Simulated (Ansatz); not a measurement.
# ZrB2: further runs on the relaxed cell

An exercise on one series of results from a longer session: the logs are not shown, and one member is left open.

Computed with Ansatz 0.2.0 (DFT PBE, scalar-relativistic, plane waves, PAW, unless a step's input says otherwise).

1 further run of the same task is left out (set aside as unsound or not needed).

## Starting point

The structure is hexagonal, space group P6/mmm (No. 191). Conventional cell: a = 3.171 Å, b = 3.171 Å, c = 3.542 Å, α = 90.00°, β = 90.00°, γ = 120.00°. Zr (site symmetry 6/mmm) has 12 B at 2.55 Å as nearest neighbours. B (site symmetry -6m2) is surrounded by 3 B at 1.83 Å and 6 Zr at 2.55 Å.

As a file:

```xyz
3
Lattice="3.1712 0.0000 0.0000 -1.5856 2.7463 0.0000 0.0000 0.0000 3.5423" Properties=species:S:1:pos:R:3 pbc="T T T"
Zr    0.0000    0.0000    0.0000
B     0.0000    1.8309    1.7711
B     1.5856    0.9154    1.7711
```

It is the result of an earlier relaxation at this level (volume 10.28 Å³/atom; gap on the mesh: none (metal)).

The first run:

Contents of input.yaml:

```yaml
crystal:
  lattice:
    - [3.1711659775, 0.0, 0.0]
    - [-1.5855829887, 2.7463102961, 0.0]
    - [0.0, 0.0, 3.5422975713]
  atoms:
    - { symbol: Zr, position: [0.0, 0.0, 0.0] }
    - { symbol: B, position: [0.3333333333, 0.6666666667, 0.5] }
    - { symbol: B, position: [0.6666666667, 0.3333333333, 0.5] }
basis:
  ecutwfc: 420
kpoints:
  mp_grid: { grid: [15, 15, 12] }
  band_path:
    path:
      - [[0.0, 0.0, 0.0], [0.5, 0.0, 0.0], [0.33333333, 0.33333333, 0.0], [0.0, 0.0, 0.0], [0.0, 0.0, 0.5], [0.5, 0.0, 0.5], [0.33333333, 0.33333333, 0.5], [0.0, 0.0, 0.5]]
      - [[0.5, 0.0, 0.5], [0.5, 0.0, 0.0]]
      - [[0.33333333, 0.33333333, 0.5], [0.33333333, 0.33333333, 0.0]]
    npoints: 14
hamiltonian:
  xc: pbe
scf:
  occupations: { method: gaussian, width: 0.1 }
  n_extra_bands: 7
output:
  forces: true
  stress: true
  eigenvalues: true
  populations: true
  dos: { projected: true, de: 0.02, nscf_kmesh: { grid: [23, 23, 18] } }
  bader: true
  write_density: true
  write_potential: true
  elf: true
  volumetric_format: npy
```

Launch:

```sh
$ ansatz run input.yaml --threads 1 --pin off --max-ram 2560MiB --backend cpu --events-out ev --progress --plain --runs-dir out
```

Among the steps run: Electronic structure at the relaxed geometry; The cell under PBEsol; Relaxing with LDA; Relaxing with PBE+D3(BJ).

One of the session's tables, all rows but one given; the rest of the session is left out.

It belongs to the step «One structure, several functionals». 

| functional | a (Å) | b (Å) | c (Å) | volume (Å³/atom) |
| --- | --- | --- | --- | --- |
| PBE | 3.171 | 3.171 | 3.542 | 10.28 |
| PBEsol | ? | ? | ? | ? |
| LDA | 3.133 | 3.133 | 3.489 | 9.88 |
| PBE+D3(BJ) | 3.145 | 3.145 | 3.510 | 10.02 |

Q: Estimate the row for PBEsol from the others.

As computed: a (Å): 3.155; b (Å): 3.155; c (Å): 3.507; volume (Å³/atom): 10.08. In the column «a (Å)» it lies between PBE+D3(BJ) (3.145) and PBE (3.171).
